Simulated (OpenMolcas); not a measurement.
**Xe³⁺: CASSCF terms and fine-structure levels**

Aim: the low terms and levels of Xe³⁺, with their order and spacing.

Method: state-averaged CASSCF, spin-orbit coupling by RASSI with atomic mean-field integrals. Code: OpenMolcas 26.06.

2 further runs of the same task are left out: 2 set aside as unsound or not needed.

### 1 What is computed

* Species: Xe³⁺ (xenon, Z = 54, 51 electrons)
* Basis: ANO-RCC-VQZP [8s7p5d3f2g], 93 functions
* Scalar Hamiltonian: DKH2, point nucleus
* Inactive shells: 1s 2s 2p 3s 3p 3d 4s 4p 4d
* Active space: 5 electrons in 8 orbitals (5s 5p 6s 6p)
* Some configurations of this space: 5p⁵, 5s 5p⁴, 5s² 5p³
* Orbitals: optimised for each spin and parity, averaged over the low roots

Outer shells as boxes (Hund's rule):

5p5
```
5p [↑↓][↑↓][↑ ]
```

5s 5p4
```
5s [↑ ]
5p [↑↓][↑ ][↑ ]
```

5s2 5p3
```
5s [↑↓]
5p [↑ ][↑ ][↑ ]
```

The work runs as a chain of OpenMolcas steps in one folder; each step below is one input file. Labels, J, g values, rates, χT and fits are worked out afterwards by a script from the matrices that RASSI stores.

### 2 GATEWAY and SEWARD: basis and integrals

a.inp reads:

```
&GATEWAY
Coord
1

Xe 0.0 0.0 0.0
Basis=ANO-RCC-VQZP
Group=XYZ
NoMove
AngMom=0.0 0.0 0.0
AMFI
&SEWARD
```

### 3 A small preliminary run for start orbitals

a.inp reads:

```
&RASSCF
FileOrb=start.orb
Symmetry=2
Spin=4
nActEl=5 0 0
Inactive=14 9
Ras2=1 3
CIRoot=1 1 1
SDav=1
CIMx=300
Iter=120 100
PrWF=0.3
OrbListing=Nothing
MaxOrb=0
Atom
>>> COPY $Project.JobIph JOBPRE
```

### 4 CASSCF: quartets of odd parity, 1 root

a.inp reads:

```
&RASSCF
FileOrb=start.orb
Symmetry=2
Spin=4
nActEl=5 0 0
Inactive=14 9
Ras2=2 6
CIRoot=1 1 1
SDav=234
CIMx=300
Iter=120 100
PrWF=0.3
OrbListing=Nothing
MaxOrb=0
Atom
>>> COPY $Project.JobIph JOB001
```

### 5 Reference wave functions, doublets of odd parity, 11 roots

a.inp reads:

```
&RASSCF
FileOrb=start.orb
Symmetry=2
Spin=2
nActEl=5 0 0
Inactive=14 9
Ras2=2 6
CIRoot=11 11 1
SDav=516
CIMx=300
Iter=120 100
PrWF=0.3
OrbListing=Nothing
MaxOrb=0
Atom
>>> COPY $Project.JobIph JOB002
```

### 6 CASSCF: quartets of even parity, 3 roots

a.inp reads:

```
&RASSCF
FileOrb=start.orb
Symmetry=1
Spin=4
nActEl=5 0 0
Inactive=14 9
Ras2=2 6
CIRoot=3 3 1
SDav=270
CIMx=300
Iter=120 100
PrWF=0.3
OrbListing=Nothing
MaxOrb=0
Atom
>>> COPY $Project.JobIph JOB003
```

### 7 Reference wave functions, doublets of even parity, 9 roots

a.inp reads:

```
&RASSCF
FileOrb=start.orb
Symmetry=1
Spin=2
nActEl=5 0 0
Inactive=14 9
Ras2=2 6
CIRoot=9 9 1
SDav=492
CIMx=300
Iter=120 100
PrWF=0.3
OrbListing=Nothing
MaxOrb=0
Atom
>>> COPY $Project.JobIph JOB004
```

### 8 State interaction with spin-orbit coupling

a.inp reads:

```
&RASSI
NrOfJobIphs=4 1 11 3 9
1
1 2 3 4 5 6 7 8 9 10 11
1 2 3
1 2 3 4 5 6 7 8 9
IphNames
JOB001
JOB002
JOB003
JOB004
EJob
SpinOrbit
DIPRint=1.0
SOCoupling=1000.0
Subsets=2
MEES
Property=10
'ANGMOM' 1 'ANGMOM' 2 'ANGMOM' 3 'MLTPL  1' 1 'MLTPL  1' 2 'MLTPL  1' 3
'AMFI' 1 'AMFI' 2 'AMFI' 3 'MLTPL  2' 6
SOProperty=3
'ANGMOM' 1 'ANGMOM' 2 'ANGMOM' 3
```

(Steps that only read results are left out.)

**Question.** What will these runs give? Wanted: lowest level; first excited level; spin-orbit lowering of the lowest level; strongest of the lines computed, by gA, at CASSCF energies.

**Answer**, as computed:

| quantity | value |
| --- | --- |
| method | CASSCF |
| lowest level | 5s² 5p³ ⁴S°_3/2, 91 % of that term, g = 1.932 |
| ground level listed by NIST | 4S°3/2 |
| first excited level | 5s² 5p³ ²D°_3/2 at 16785 cm⁻¹ |
| spin-orbit lowering of the lowest level | 2303 cm⁻¹ |
| strongest of the lines computed, by gA, at CASSCF energies | 5s 5p⁴ ²P_3/2 → 5s² 5p³ ²D°_5/2, 65.15 nm, A = 1.97e+10 s⁻¹ |

**Reading.** The computed levels miss the measured ones by 7000 cm⁻¹ on average. Only the configurations of the active space and the roots asked for are present. Not all states of the active space went into the spin-orbit step. The levels of the extra active shells were not computed. No d shell is active. Only valence configurations of the active space appear, up to the ionisation limit; * or ° marks odd parity.
